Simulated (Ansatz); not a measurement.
# Ga3SbAs2: the cell at several levels of theory, part 2 of 2

The system is Ga3SbAs2, ordered on the zincblende lattice (Imm2) with 6 atoms a cell, a generated structure that needn't be the ground state.

Ansatz 0.2.0, plane waves.

**3. r2SCAN: cell and atoms**

The cell of step 2 is the starting point.

File input.yaml:

```yaml
crystal:
  lattice:
    - [-2.0876225779, 6.2599750675, 2.9492410965]
    - [2.0876225779, -6.2599750675, 2.9492410965]
    - [2.0876225779, 6.2599750675, -2.9492410965]
  atoms:
    - { symbol: As, position: [0.3317808637, 6.53987e-05, 0.331715465] }
    - { symbol: Ga, position: [0.5635913144, 0.7387669053, 0.8248244092] }
    - { symbol: As, position: [0.6683499338, 6.53987e-05, 0.668284535] }
    - { symbol: Ga, position: [0.9139424961, 0.7387669053, 0.1751755908] }
    - { symbol: Sb, position: [-0.0008064191, -0.0008064191, 0.0] }
    - { symbol: Ga, position: [0.2731418111, 0.7731418111, 0.5] }
kpoints:
  mp_grid: { grid: [6, 6, 6] }
hamiltonian:
  xc: r2scan
scf:
  occupations: { method: fermi_dirac, width: 0.02 }
relax:
  f_tol: 0.005
  cell: {}
```

On the command line:

```sh
> ansatz run input.yaml --threads 2 --pin off --max-ram 29491MiB --backend cpu --events-out ev --progress --plain --runs-dir out
```

Standard output:

```text
basis.fft_grid_basis auto: the FFT boxes are laid along the combinations [[1, 1, 0], [0, 1, 1], [0, 0, 1]] of the cell's own vectors, 5.898, 4.175 and 7.228 Å long. The dense box has 45×32×54 points. Along the cell's own vectors, as sized, it would have 54×54×54, 2.02 times as many. Of the 4 symmetry operations that the crystal satisfies within crystal.symmetry.tolerance (time reversal apart; of a slab, those that keep its plane) the dense box along the cell's own vectors carries 4, and the one as laid loses 3 of those. basis.fft_grid_basis: typed keeps the cell's own vectors: state it where this run's energies or levels are differenced outside the engine with another run's, or held beside a run that keeps those vectors.
Engine: ansatz 0.2.0, x86_64-unknown-linux-gnu
Pseudopotentials: kind: paw
Pseudopotential: As, paw, valence charge 15, recommended cutoff 500 eV (meta_gga), As.paw.azcp
Pseudopotential: Ga, paw, valence charge 13, recommended cutoff 500 eV (meta_gga), Ga.paw.azcp
Pseudopotential: Sb, paw, valence charge 15, recommended cutoff 500 eV (meta_gga), Sb.paw.azcp
Functional definition: r2SCAN
  parameter k0 = 0.174
  parameter k1 = 0.065
  parameter a1 = 4.9479
  exchange = r2scan_x(k0 = k0, k1 = k1, a1 = a1)
  correlation = r2scan_c
Crystal: 6 atoms, lattice volume = 154.168 Å³
Basis set: ecut = 500 eV, 3891 PW (Γ), FFT grids on a1+a2, a2+a3, a3, exchange–correlation on 180×128×216 points (64 copies of the dense FFT grid, shifted against one another)
Bands: 51, of which v1, the nominal top of the filled ones, is band 42 counted from 1 (41 counted from 0)
Symmetry: 4 space group operations
Space group: Imm2 (ITA 44), of the structure as read, at distance tolerance 5.4e-5 Å
k-points: 46 of 216 (time reversal used)
Non-local potential: As, projectors of the file, l = 0: 2, l = 1: 2, l = 2: 3, l = 3: 1
Non-local potential: Ga, projectors of the file, l = 0: 2, l = 1: 2, l = 2: 3, l = 3: 1
Non-local potential: Sb, projectors of the file, l = 0: 2, l = 1: 2, l = 2: 2, l = 3: 2
PAW form: soft (Blöchl's): semilocal exchange-correlation on the pseudo side does not see the compensation charge
PAW frozen core: As, regenerated for the run's functional (the file was generated under x = pbe(κ = 0.804, μ = 0.2195149727645171), c = pbe(β = 0.06672455060314922))
PAW frozen core: Ga, regenerated for the run's functional (the file was generated under x = pbe(κ = 0.804, μ = 0.2195149727645171), c = pbe(β = 0.06672455060314922))
PAW frozen core: Sb, regenerated for the run's functional (the file was generated under x = pbe(κ = 0.804, μ = 0.2195149727645171), c = pbe(β = 0.06672455060314922))
PAW one-centre angular grid: As, 590 points (default); XC on 160 Gauss nodes
PAW one-centre angular grid: Ga, 590 points (default); XC on 160 Gauss nodes
PAW one-centre angular grid: Sb, 590 points (default); XC on 160 Gauss nodes
Initial density: superposition of atomic densities (neutral atoms: chi_scale 0, normalization atom), corrected by the library's trained network
Initial wavefunctions: pseudopotential atomic-orbital guess
Functional: x = r2scan, c = r2scan; τ floored in thin density (d = 2e-4 eV/Å³)
SCF iter   1: F=—  HF=-27601.174562 eV  |F-HF|=—  |Δ(HF+E_count)|=         —  Δρ=7.86e-3  dr2=3.64e-2  dr2_τ=9.76e-3  ethr=1.77e-3  ⟨swp⟩=6.6  Hψ=8818  notcnv=0
preconditioner: auto → Resta (q_TF=auto, 2.466 Å⁻¹)  ε∞=3.2  [insulator: Δε(μ)=0.153 eV  Ē_g=14.940 eV  σ=0.020 eV  W_gap=0.96  n_scr=38 (ndim 8)  ℏωp=22.0 eV  f_vac=0.099  D(μ)=0.02/eV (n_scr^D=0)  ε∞_Penn≈3.2]
SCF iter   2: F=—  HF=-27601.193346 eV  |F-HF|=—  |Δ(HF+E_count)|=   1.88e-2  Δρ=2.06e-3  dr2=3.75e-3  dr2_τ=1.14e-4  ethr=4.34e-5  ⟨swp⟩=3.0  Hψ=5163  notcnv=0  defer=147
SCF iter   3: F=—  HF=-27601.192818 eV  |F-HF|=—  |Δ(HF+E_count)|=   5.28e-4  Δρ=1.74e-3  dr2=2.02e-3  dr2_τ=1.59e-5  ethr=4.47e-6  ⟨swp⟩=2.0  Hψ=3683  notcnv=0  defer=101
automatic band count: iteration 3 solves 50 bands in place of 51: the levels show a gap, and the empty bands left out lie too high to hold charge; the band table lists the bands solved (type scf.n_extra_bands for more)
SCF iter   4: F=—  HF=-27601.193120 eV  |F-HF|=—  |Δ(HF+E_count)|=   3.01e-4  Δρ=3.74e-4  dr2=1.32e-4  dr2_τ=2.17e-6  ethr=2.40e-6  ⟨swp⟩=2.9  Hψ=4161  notcnv=0  defer=101
SCF iter   5: F=—  HF=-27601.193097 eV  |F-HF|=—  |Δ(HF+E_count)|=   2.27e-5  Δρ=8.95e-5  dr2=1.31e-5  dr2_τ=2.40e-7  ethr=1.58e-7  ⟨swp⟩=2.0  Hψ=4129  notcnv=0  defer=101
SCF iter   6: F=—  HF=-27601.193107 eV  |F-HF|=—  |Δ(HF+E_count)|=   1.03e-5  Δρ=3.05e-5  dr2=2.44e-6  dr2_τ=3.09e-8  ethr=1.56e-8  ⟨swp⟩=2.0  Hψ=2981  notcnv=0  defer=101
SCF iter   7: F=—  HF=-27601.193108 eV  |F-HF|=—  |Δ(HF+E_count)|=   1.05e-6  Δρ=8.51e-6  dr2=1.93e-7  dr2_τ=1.62e-9  ethr=2.90e-9  ⟨swp⟩=2.7  Hψ=3424  notcnv=0  defer=101
SCF iter   8: F=-27601.193108 eV  HF=-27601.193109 eV  |F-HF|=3.73e-8  |Δ(HF+E_count)|=   3.25e-8  Δρ=3.88e-6  dr2=2.26e-8  dr2_τ=2.62e-10  ethr=1.19e-10  ⟨swp⟩=4.0  Hψ=7744  notcnv=0
SCF 1 converged in 8 iterations: F = -27601.193108 eV  dr2 = 2.26e-8
relax step   1: F+E_penalty+E_count = -27601.19310848 eV  Δ(F+E_penalty+E_count) = +0.000e0 eV  max|allowed force component| = 3.552e-2 eV/Å  Δτ_max = 0.0000 Å  P = -2.410 GPa  Ω = 154.168 Å³  (8 SCF iters, dr2 threshold 1.00e-7 eV, accepted)
Crystal: 6 atoms, lattice volume = 146.813 Å³
Basis set: ecut = 500 eV, 3711 PW (Γ), FFT grids on a1+a2, a2+a3, a3, exchange–correlation on 180×128×216 points (64 copies of the dense FFT grid, shifted against one another)
Initial density: handed on by an earlier stage of this run
Initial wavefunctions: those handed on with the density
iter 1 solved again at ethr=8.90e-6 eV; its pass at ethr=3.10e-3 eV (dr2=7.48e-3 eV) is discarded
SCF iter   1: F=—  HF=-27601.164993 eV  |F-HF|=—  |Δ(HF+E_count)|=         —  Δρ=2.44e-3  dr2=7.60e-3  dr2_τ=2.34e-2  ethr=8.90e-6  ⟨swp⟩=2.2  Hψ=10321  notcnv=0
automatic band count: iteration 1 solves 48 bands in place of 51: the levels show a gap, and the empty bands left out lie too high to hold charge; the band table lists the bands solved (type scf.n_extra_bands for more)
preconditioner: auto → Resta (q_TF=auto, 2.486 Å⁻¹)  ε∞=3.5  [insulator: Δε(μ)=0.546 eV  Ē_g=14.240 eV  σ=0.020 eV  W_gap=1.00  n_scr=38 (ndim 8)  ℏωp=22.5 eV  f_vac=0.069  D(μ)=0.00/eV (n_scr^D=0)  ε∞_Penn≈3.5]
SCF iter   2: F=—  HF=-27601.234718 eV  |F-HF|=—  |Δ(HF+E_count)|=   6.97e-2  Δρ=1.58e-3  dr2=3.28e-3  dr2_τ=2.24e-5  ethr=8.90e-6  ⟨swp⟩=3.1  Hψ=4005  notcnv=0
SCF iter   3: F=—  HF=-27601.235000 eV  |F-HF|=—  |Δ(HF+E_count)|=   2.82e-4  Δρ=6.90e-4  dr2=8.20e-4  dr2_τ=7.94e-6  ethr=3.91e-6  ⟨swp⟩=2.7  Hψ=3500  notcnv=0
SCF iter   4: F=—  HF=-27601.235139 eV  |F-HF|=—  |Δ(HF+E_count)|=   1.39e-4  Δρ=3.04e-4  dr2=6.14e-5  dr2_τ=1.37e-6  ethr=9.76e-7  ⟨swp⟩=2.0  Hψ=3467  notcnv=0
SCF iter   5: F=—  HF=-27601.235090 eV  |F-HF|=—  |Δ(HF+E_count)|=   4.90e-5  Δρ=1.02e-4  dr2=1.62e-5  dr2_τ=1.32e-7  ethr=7.31e-8  ⟨swp⟩=2.0  Hψ=4138  notcnv=0
SCF iter   6: F=—  HF=-27601.235092 eV  |F-HF|=—  |Δ(HF+E_count)|=   1.27e-6  Δρ=3.96e-5  dr2=2.31e-6  dr2_τ=1.51e-8  ethr=1.92e-8  ⟨swp⟩=2.0  Hψ=3449  notcnv=0
SCF iter   7: F=-27601.235092 eV  HF=-27601.235092 eV  |F-HF|=1.88e-7  |Δ(HF+E_count)|=   2.55e-7  Δρ=1.32e-5  dr2=2.75e-7  dr2_τ=1.18e-9  ethr=7.14e-10  ⟨swp⟩=4.6  Hψ=8242  notcnv=0
SCF 2 converged in 7 iterations: F = -27601.235092 eV  dr2 = 2.75e-7
relax step   2: F+E_penalty+E_count = -27601.23509166 eV  Δ(F+E_penalty+E_count) = -4.198e-2 eV  max|allowed force component| = 2.250e-1 eV/Å  Δτ_max = 0.0211 Å  P = +0.591 GPa  Ω = 146.813 Å³  energy of the carried Pulay correction = +1.604e-3 eV  (7 SCF iters, dr2 threshold 6.00e-7 eV, accepted)
Crystal: 6 atoms, lattice volume = 148.078 Å³
Basis set: ecut = 500 eV, 3719 PW (Γ), FFT grids on a1+a2, a2+a3, a3, exchange–correlation on 180×128×216 points (64 copies of the dense FFT grid, shifted against one another)
iter 1 solved again at ethr=3.71e-6 eV; its pass at ethr=3.10e-3 eV (dr2=3.12e-3 eV) is discarded
SCF iter   1: F=—  HF=-27601.226414 eV  |F-HF|=—  |Δ(HF+E_count)|=         —  Δρ=2.22e-3  dr2=3.09e-3  dr2_τ=7.63e-3  ethr=3.71e-6  ⟨swp⟩=2.2  Hψ=10077  notcnv=0
automatic band count: iteration 1 solves 48 bands in place of 51: the levels show a gap, and the empty bands left out lie too high to hold charge; the band table lists the bands solved (type scf.n_extra_bands for more)
preconditioner: auto → Resta (q_TF=auto, 2.482 Å⁻¹)  ε∞=3.5  [insulator: Δε(μ)=0.509 eV  Ē_g=14.178 eV  σ=0.020 eV  W_gap=1.00  n_scr=38 (ndim 8)  ℏωp=22.4 eV  f_vac=0.085  D(μ)=0.00/eV (n_scr^D=0)  ε∞_Penn≈3.5]
SCF iter   2: F=—  HF=-27601.242139 eV  |F-HF|=—  |Δ(HF+E_count)|=   1.57e-2  Δρ=1.22e-3  dr2=6.61e-4  dr2_τ=7.75e-6  ethr=3.68e-6  ⟨swp⟩=3.1  Hψ=4196  notcnv=0  defer=1
SCF iter   3: F=—  HF=-27601.242336 eV  |F-HF|=—  |Δ(HF+E_count)|=   1.98e-4  Δρ=4.61e-4  dr2=1.38e-4  dr2_τ=1.27e-6  ethr=7.87e-7  ⟨swp⟩=2.5  Hψ=3501  notcnv=0
SCF iter   4: F=—  HF=-27601.242415 eV  |F-HF|=—  |Δ(HF+E_count)|=   7.89e-5  Δρ=9.34e-5  dr2=1.34e-5  dr2_τ=8.57e-8  ethr=1.65e-7  ⟨swp⟩=2.0  Hψ=3450  notcnv=0
SCF iter   5: F=—  HF=-27601.242414 eV  |F-HF|=—  |Δ(HF+E_count)|=   1.44e-6  Δρ=4.20e-5  dr2=2.82e-6  dr2_τ=2.59e-8  ethr=1.59e-8  ⟨swp⟩=2.0  Hψ=4138  notcnv=0
SCF iter   6: F=-27601.242414 eV  HF=-27601.242414 eV  |F-HF|=8.96e-8  |Δ(HF+E_count)|=   2.33e-7  Δρ=9.57e-6  dr2=1.88e-7  dr2_τ=3.03e-9  ethr=7.14e-10  ⟨swp⟩=5.0  Hψ=7944  notcnv=0
SCF 3 converged in 6 iterations: F = -27601.242414 eV  dr2 = 1.88e-7
relax step   3: F+E_penalty+E_count = -27601.24241423 eV  Δ(F+E_penalty+E_count) = -7.323e-3 eV  max|allowed force component| = 2.264e-2 eV/Å  Δτ_max = 0.0273 Å  P = -0.030 GPa  Ω = 148.078 Å³  energy of the carried Pulay correction = +1.323e-3 eV  (6 SCF iters, dr2 threshold 6.00e-7 eV, accepted)
Crystal: 6 atoms, lattice volume = 148.034 Å³
iter 1 solved again at ethr=6.71e-8 eV; its pass at ethr=3.10e-3 eV (dr2=5.63e-5 eV) is discarded
SCF iter   1: F=—  HF=-27601.242280 eV  |F-HF|=—  |Δ(HF+E_count)|=         —  Δρ=2.85e-4  dr2=5.65e-5  dr2_τ=1.67e-4  ethr=6.71e-8  ⟨swp⟩=2.5  Hψ=9315  notcnv=0
automatic band count: iteration 1 solves 48 bands in place of 51: the levels show a gap, and the empty bands left out lie too high to hold charge; the band table lists the bands solved (type scf.n_extra_bands for more)
preconditioner: auto → Resta (q_TF=auto, 2.482 Å⁻¹)  ε∞=3.5  [insulator: Δε(μ)=0.507 eV  Ē_g=14.181 eV  σ=0.020 eV  W_gap=1.00  n_scr=38 (ndim 8)  ℏωp=22.4 eV  f_vac=0.083  D(μ)=0.00/eV (n_scr^D=0)  ε∞_Penn≈3.5]
SCF iter   2: F=—  HF=-27601.242515 eV  |F-HF|=—  |Δ(HF+E_count)|=   2.35e-4  Δρ=1.61e-4  dr2=1.22e-5  dr2_τ=1.39e-7  ethr=6.71e-8  ⟨swp⟩=2.6  Hψ=3417  notcnv=0
SCF iter   3: F=—  HF=-27601.242522 eV  |F-HF|=—  |Δ(HF+E_count)|=   6.46e-6  Δρ=6.68e-5  dr2=2.76e-6  dr2_τ=2.01e-8  ethr=1.45e-8  ⟨swp⟩=2.0  Hψ=3382  notcnv=0
SCF iter   4: F=—  HF=-27601.242523 eV  |F-HF|=—  |Δ(HF+E_count)|=   1.14e-6  Δρ=2.16e-5  dr2=4.56e-7  dr2_τ=1.95e-9  ethr=3.29e-9  ⟨swp⟩=2.6  Hψ=3847  notcnv=0
SCF iter   5: F=—  HF=-27601.242523 eV  |F-HF|=—  |Δ(HF+E_count)|=   1.26e-8  Δρ=6.75e-6  dr2=7.51e-8  dr2_τ=3.08e-10  ethr=5.42e-10  ⟨swp⟩=2.0  Hψ=4123  notcnv=0
SCF iter   6: F=-27601.242523 eV  HF=-27601.242523 eV  |F-HF|=2.66e-10  |Δ(HF+E_count)|=   7.05e-9  Δρ=2.15e-6  dr2=8.64e-9  dr2_τ=6.60e-11  ethr=3.81e-11  ⟨swp⟩=4.1  Hψ=7500  notcnv=0
SCF 4 converged in 6 iterations: F = -27601.242523 eV  dr2 = 8.64e-9
relax step   4: F+E_penalty+E_count = -27601.24252299 eV  Δ(F+E_penalty+E_count) = -1.088e-4 eV  max|allowed force component| = 5.307e-3 eV/Å  Δτ_max = 0.0040 Å  P = -0.007 GPa  Ω = 148.034 Å³  energy of the carried Pulay correction = +1.332e-3 eV  (6 SCF iters, dr2 threshold 3.20e-8 eV, accepted)
Crystal: 6 atoms, lattice volume = 148.017 Å³
iter 1 solved again at ethr=4.66e-10 eV; its pass at ethr=3.10e-3 eV (dr2=3.91e-7 eV) is discarded
SCF iter   1: F=—  HF=-27601.242525 eV  |F-HF|=—  |Δ(HF+E_count)|=         —  Δρ=2.04e-5  dr2=3.98e-7  dr2_τ=4.62e-6  ethr=4.66e-10  ⟨swp⟩=3.0  Hψ=9656  notcnv=0
automatic band count: iteration 1 solves 48 bands in place of 51: the levels show a gap, and the empty bands left out lie too high to hold charge; the band table lists the bands solved (type scf.n_extra_bands for more)
preconditioner: auto → Resta (q_TF=auto, 2.482 Å⁻¹)  ε∞=3.5  [insulator: Δε(μ)=0.508 eV  Ē_g=14.182 eV  σ=0.020 eV  W_gap=1.00  n_scr=38 (ndim 8)  ℏωp=22.4 eV  f_vac=0.083  D(μ)=0.00/eV (n_scr^D=0)  ε∞_Penn≈3.5]
SCF iter   2: F=—  HF=-27601.242529 eV  |F-HF|=—  |Δ(HF+E_count)|=   4.21e-6  Δρ=1.23e-5  dr2=1.27e-7  dr2_τ=3.67e-9  ethr=4.66e-10  ⟨swp⟩=3.0  Hψ=3937  notcnv=0
SCF iter   3: F=—  HF=-27601.242529 eV  |F-HF|=—  |Δ(HF+E_count)|=   2.79e-8  Δρ=4.44e-6  dr2=1.96e-8  dr2_τ=4.51e-10  ethr=1.52e-10  ⟨swp⟩=2.0  Hψ=2655  notcnv=0
SCF iter   4: F=—  HF=-27601.242529 eV  |F-HF|=—  |Δ(HF+E_count)|=   8.40e-9  Δρ=1.06e-6  dr2=1.09e-9  dr2_τ=1.74e-11  ethr=2.10e-12  ⟨swp⟩=3.0  Hψ=9657  notcnv=0
SCF iter   5: F=-27601.242529 eV  HF=-27601.242529 eV  |F-HF|=2.26e-10  |Δ(HF+E_count)|=  4.95e-10  Δρ=4.68e-7  dr2=3.12e-10  dr2_τ=3.78e-12  ethr=1.30e-12  ⟨swp⟩=4.0  Hψ=7498  notcnv=0
SCF 5 converged in 5 iterations: F = -27601.242529 eV  dr2 = 3.12e-10
relax step   5: F+E_penalty+E_count = -27601.24252945 eV  Δ(F+E_penalty+E_count) = -6.463e-6 eV  max|allowed force component| = 1.356e-3 eV/Å  Δτ_max = 0.0005 Å  P = +0.001 GPa  Ω = 148.017 Å³  energy of the carried Pulay correction = +1.336e-3 eV  (5 SCF iters, dr2 threshold 1.76e-9 eV, accepted)
Initial wavefunctions: pseudopotential atomic-orbital guess (no wavefunctions were taken with the density)
iter 1 solved again at ethr=3.79e-7 eV; its pass at ethr=3.10e-3 eV (dr2=3.19e-4 eV) is discarded
SCF iter   1: F=—  HF=-27601.241317 eV  |F-HF|=—  |Δ(HF+E_count)|=         —  Δρ=4.41e-5  dr2=1.03e-6  dr2_τ=6.97e-7  ethr=3.79e-7  ⟨swp⟩=3.0  Hψ=14814  notcnv=0
preconditioner: auto → Resta (q_TF=auto, 2.482 Å⁻¹)  ε∞=3.2  [insulator: Δε(μ)=0.508 eV  Ē_g=14.983 eV  σ=0.020 eV  W_gap=1.00  n_scr=38 (ndim 8)  ℏωp=22.4 eV  f_vac=0.083  D(μ)=0.00/eV (n_scr^D=0)  ε∞_Penn≈3.2]
SCF iter   2: F=—  HF=-27601.241321 eV  |F-HF|=—  |Δ(HF+E_count)|=   3.59e-6  Δρ=3.27e-5  dr2=7.20e-7  dr2_τ=1.95e-8  ethr=1.22e-9  ⟨swp⟩=2.2  Hψ=4029  notcnv=0
SCF iter   3: F=—  HF=-27601.241321 eV  |F-HF|=—  |Δ(HF+E_count)|=   1.60e-7  Δρ=4.28e-6  dr2=1.49e-8  dr2_τ=2.28e-9  ethr=8.57e-10  ⟨swp⟩=2.0  Hψ=3588  notcnv=0
SCF iter   4: F=—  HF=-27601.241321 eV  |F-HF|=—  |Δ(HF+E_count)|=   5.66e-8  Δρ=1.83e-6  dr2=3.01e-9  dr2_τ=5.36e-11  ethr=1.77e-11  ⟨swp⟩=2.0  Hψ=3588  notcnv=0
SCF iter   5: F=—  HF=-27601.241321 eV  |F-HF|=—  |Δ(HF+E_count)|=  9.53e-10  Δρ=4.03e-7  dr2=9.81e-11  dr2_τ=6.70e-12  ethr=3.58e-12  ⟨swp⟩=2.0  Hψ=3585  notcnv=0
SCF iter   6: F=-27601.241321 eV  HF=-27601.241321 eV  |F-HF|=3.64e-12  |Δ(HF+E_count)|=  5.02e-10  Δρ=1.88e-7  dr2=2.30e-11  dr2_τ=8.83e-13  ethr=1.00e-12  ⟨swp⟩=5.0  Hψ=8594  notcnv=0
SCF 6 converged in 6 iterations: F = -27601.241321 eV  dr2 = 2.30e-11
relax step   6: F+E_penalty+E_count = -27601.24132084 eV  Δ(F+E_penalty+E_count) = +1.209e-3 eV  max|allowed force component| = 1.342e-3 eV/Å  Δτ_max = 0.0000 Å  P = -0.006 GPa  Ω = 148.017 Å³  stress off target by 7.27e-3 GPa  SCF on the basis re-selected at this cell (its energy is not comparable with the rows above)  (6 SCF iters)
basis re-selected at this cell: Δ(F+E_penalty+E_count) = +1.209e-3 eV, ΔP = -0.007 GPa vs the last step (what re-selecting the basis moved, of the pressure what is left beyond the Pulay correction that the steps carried, after the strain that the cell walked since its last selection, with what the two solves' SCF thresholds leave and, on support functions, any second-order correction that the steps lacked; it is no measure of the basis error at this ecutwfc). This SCF's stress stands 7.27e-3 GPa from its target on what of the cell is left free (relax.cell.stress_tol is 5.00e-2 GPa) and its largest allowed force component is 1.34e-3 eV/Å (relax.f_tol is 5.00e-3 eV/Å): within both
SCF converged after 6 iterations
Free energy (F): -27601.241321 eV
Harris-Foulkes:  -27601.241321 eV  (|F-HF|=3.64e-12)
Internal energy: -27601.241321 eV  (E = F + TS)
E sigma→0 (E₀):  -27601.241321 eV
Entropy (-TS):   -0.000000 eV (-0.000 meV/atom)
Fermi energy:    8.125585 eV
--- Per-component energies (eV) ---
  E_band       = -947.999164
  E_kinetic    = 758.093649
  E_local      = -11831.909867  (includes V_loc(G=0)·N_el)
  E_nonlocal   = 304.592398
  E_hartree    = 5795.010791
  E_xc         = -462.180837
  E_vxc        = -449.093052  (∫ρ·V_xc dr)
  E_paw        = -14310.697887  (= ΣΔE_a)
  E_vpaw       = -1344.793579  (= ΣTr[D̂ρ^β])
  E_aug_tail   = -0.000137  (compensation charges beyond the density's cutoff)
  E_vtau       = 25.089997  (kinetic-family band-sum trace: ∫τ·v_τ [+ j·A + Jᵃ·Aᵃ] dr)
  E_ewald      = -7849.781443
  E_core_change = -4.367988  (= ΣΔE_core)
  E_smearing   = -0.000000  (= −TS)
  E_closure    = -0.000000  (closes the sum)
  Σ components = -27601.241321   (vs F -27601.241321, Δ=0.00e0)
--- Forces (eV/Å), atoms counted from 1 ---
  atom   1  As     0.00000000     0.00017998     0.00021097
  atom   2  Ga     0.00000000    -0.00048308    -0.00000408
  atom   3  As     0.00000000    -0.00017998     0.00021097
  atom   4  Ga    -0.00000000     0.00048308    -0.00000408
  atom   5  Sb     0.00000000     0.00000000    -0.00134207
  atom   6  Ga    -0.00000000     0.00000000     0.00092914
  max |Σ_I F_I| component: 8.58e-7 eV/Å
--- Stress (GPa, compression-positive) ---
       -0.007258       0.000000       0.000000
        0.000000      -0.004869       0.000000
        0.000000       0.000000      -0.007272
  P = ⅓ Tr σ = -0.0065 GPa (-0.065 kbar)
--- Relaxed structure (5 steps of the walk, 5 accepted, 1 SCFs on fresh bases) ---
  F+E_penalty+E_count = -27601.24132084 eV   max|allowed force component| = 1.342e-3 eV/Å   (the final SCF, on the basis selected at the relaxed cell)
  cell:  # Å, volume = 148.0174 Å³
    - [-2.061145179861473, 6.174713414512185, 2.9075522871881003]
    - [2.061145179861473, -6.174713414512185, 2.9075522871881003]
    - [2.061145179861473, 6.174713414512185, -2.9075522871881003]
  atoms:
    - { symbol: As, position: [0.3317669971916242, 0.00015083752780991456, 0.3316161596638144] }
    - { symbol: Ga, position: [0.5632245785540593, 0.7384477830534005, 0.8247767955006586] }
    - { symbol: As, position: [0.6685346778639955, 0.00015083752780988943, 0.6683838403361856] }
    - { symbol: Ga, position: [0.913670987552742, 0.7384477830534008, 0.17522320449934126] }
    - { symbol: Sb, position: [-0.0006932657994786715, -0.0006932657994786715, -2.8956193716093185e-20] }
    - { symbol: Ga, position: [0.2734960246370577, 0.7734960246370577, 0.5000000000000001] }
```

Run time: 1.7 min. Hardware: 2 threads of AMD EPYC 7R13 (Zen 3), shared host; peak memory 0.92 GiB.

The steps:

| step | energy change (meV/atom) | largest force (eV/Å) | pressure (GPa) | volume (Å³/atom) |
| --- | --- | --- | --- | --- |
| 1 | 0.0 | 0.0355 | -2.41 | 25.695 |
| 2 | -7.0 | 0.2250 | 0.59 | 24.469 |
| 3 | -8.2 | 0.0226 | -0.03 | 24.680 |
| 4 | -8.2 | 0.0053 | -0.01 | 24.672 |
| 5 | -8.2 | 0.0014 | 0.00 | 24.670 |
| 6 | -8.0 | 0.0013 | -0.01 | 24.670 |

Step 6 solves the same cell on a plane-wave basis chosen anew, so the energy can jump there without a move.

The table lists every geometry solved, with passes on a fresh basis, whose energies don't compare exactly with the rows above.

```
                       before   after   change
                a (Å)   4.175   4.122  -1.27 %
                b (Å)  12.520  12.349  -1.36 %
                c (Å)   5.898   5.815  -1.41 %
     volume (Å³/atom)  25.695  24.670  -3.99 %
shortest distance (Å)   2.493   2.459  -1.38 %
          space group    Imm2    Imm2     same
```

**4. The cells side by side**

What follows sums up all 2 parts.

| level | a (Å) | b (Å) | c (Å) | volume (Å³/atom) | space group | SCF geometries |
| --- | --- | --- | --- | --- | --- | --- |
| PBE | 4.175 | 12.520 | 5.898 | 25.695 | Imm2 | 6 |
| r2SCAN | 4.122 | 12.349 | 5.815 | 24.670 | Imm2 | 6 |

From the start to the first minimum the volume moved by +13.9 %. r2SCAN gives the smallest cell and PBE the largest; they differ by 4.2 % in volume, a mean of 1.4 % in length. The meshes differ: PBE 8×8×8, r2SCAN 6×6×6.
